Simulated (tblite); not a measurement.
# C34H52B4O8: the cost of one run

Programs: tblite 0.8.0 and PySCF 2.14.0, with routines of our own; each step states its level. All values are computed. Atoms count from 0.

## (1) The system as given

98 atoms, charge 0, multiplicity 1; geometry from: force field, distance geometry or constructed start.

## (2) Relaxing the molecule with GFN2-xTB

What the job is given:

```
{"job": {"kind": "relax", "xc": "GFN2-xTB", "basis": "xTB"}, "charge": 0, "multiplicity": 1}
C     -1.251500     0.480100    -5.281000
C     -2.382500     0.961500    -4.337800
C     -3.621100     1.247600    -5.196300
O     -2.734000    -0.108900    -3.495000
B     -2.396100     0.388200    -2.162800
C     -1.271200    -0.358900    -1.333300
C     -0.705900    -1.499700    -1.914400
C      0.447700    -2.068200    -1.383800
C      1.138100    -1.452400    -0.338600
B      2.251500    -2.313100     0.393500
O      2.452300    -3.693400    -0.024700
C      2.123200    -4.420500     1.138400
C      0.899300    -5.308900     0.829800
C      3.327800    -5.356200     1.406000
C      1.871100    -3.348200     2.305100
C      2.585100    -3.687700     3.640100
C      0.373800    -3.118400     2.649900
O      2.404000    -2.148500     1.829500
C      0.663800    -0.200000     0.168300
C      1.451000     0.666600     0.985700
B      3.034500     0.709400     0.930000
O      3.729000     1.815800     1.565800
C      4.376500     2.449800     0.490000
C      5.857300     2.562200     0.882500
C      3.810400     3.881000     0.352500
C      4.126200     1.528800    -0.803700
C      3.060700     2.080100    -1.792800
C      5.405100     1.262100    -1.637800
O      3.681700     0.297400    -0.313800
C      0.816900     1.688700     1.703100
C     -0.550000     1.884300     1.595500
C     -1.317300     1.143900     0.686100
B     -2.896600     1.217100     0.843900
O     -3.448600     1.989500     1.949100
C     -4.118300     1.016200     2.705600
C     -5.560000     1.541800     2.901300
C     -3.457300     0.949300     4.099300
C     -4.045300    -0.354400     1.885700
C     -3.007700    -1.383300     2.436500
C     -5.399100    -1.101500     1.784600
O     -3.659000     0.001500     0.593200
C     -0.658400     0.196100    -0.162100
O     -2.422200     1.845000    -2.111800
C     -1.956800     2.179900    -3.388900
C     -0.428400     2.423700    -3.290900
C     -2.600500     3.533200    -3.781500
H     -1.613900    -0.351600    -5.920900
H     -0.388700     0.093400    -4.707400
H     -0.923100     1.310700    -5.940600
H     -3.427600     2.058300    -5.931400
H     -3.923800     0.333500    -5.761100
H     -4.485000     1.528000    -4.558900
H     -1.157800    -1.968900    -2.778300
H      0.789400    -3.006200    -1.813500
H      0.590900    -5.877800     1.728500
H      0.049800    -4.702000     0.452700
H      1.154600    -6.044800     0.021200
H      4.256800    -4.760100     1.567100
H      3.140100    -6.010200     2.290800
H      3.506400    -6.010500     0.529600
H      2.360400    -2.913200     4.401300
H      3.693300    -3.698900     3.508400
H      2.247300    -4.669000     4.027100
H     -0.077600    -4.022600     3.107800
H      0.276700    -2.279400     3.374300
H     -0.219300    -2.838400     1.752100
H      6.451400     3.101600     0.105000
H      6.303900     1.561600     1.072200
H      5.956500     3.132900     1.827200
H      4.266800     4.397900    -0.508100
H      2.705600     3.863300     0.239600
H      4.025000     4.463900     1.271300
H      3.405900     3.014700    -2.272100
H      2.094200     2.274200    -1.280400
H      2.862000     1.333300    -2.595500
H      6.172500     0.705000    -1.051400
H      5.839500     2.213700    -2.007300
H      5.167300     0.629500    -2.514900
H      1.378000     2.341600     2.348800
H     -1.015400     2.622600     2.239000
H     -5.546200     2.532900     3.401000
H     -6.163700     0.851400     3.542000
H     -6.061700     1.676800     1.929400
H     -3.562800     1.922100     4.628100
H     -3.943700     0.171300     4.729100
H     -2.371900     0.752700     4.023600
H     -3.311000    -1.763100     3.434500
H     -2.000500    -0.931300     2.513400
H     -2.923800    -2.243900     1.748600
H     -5.270000    -2.047700     1.206800
H     -6.147600    -0.498400     1.240600
H     -5.776700    -1.366200     2.790100
H     -0.208400     3.201200    -2.529000
H     -0.010500     2.769200    -4.265600
H      0.116700     1.507400    -2.983200
H     -2.307500     3.819300    -4.810400
H     -3.707900     3.495100    -3.698400
H     -2.260600     4.336500    -3.090300
```

The run is started by

```bash
$ OMP_NUM_THREADS=8 python large_run.py task.json out
```

The driver reads the jobs from task.json and runs them one after another.

**Question.** How long does this first job take on 8 threads of Arm Neoverse V1, shared host, and how much memory does it need?

About 13 s, with a peak of 0.2 GiB.
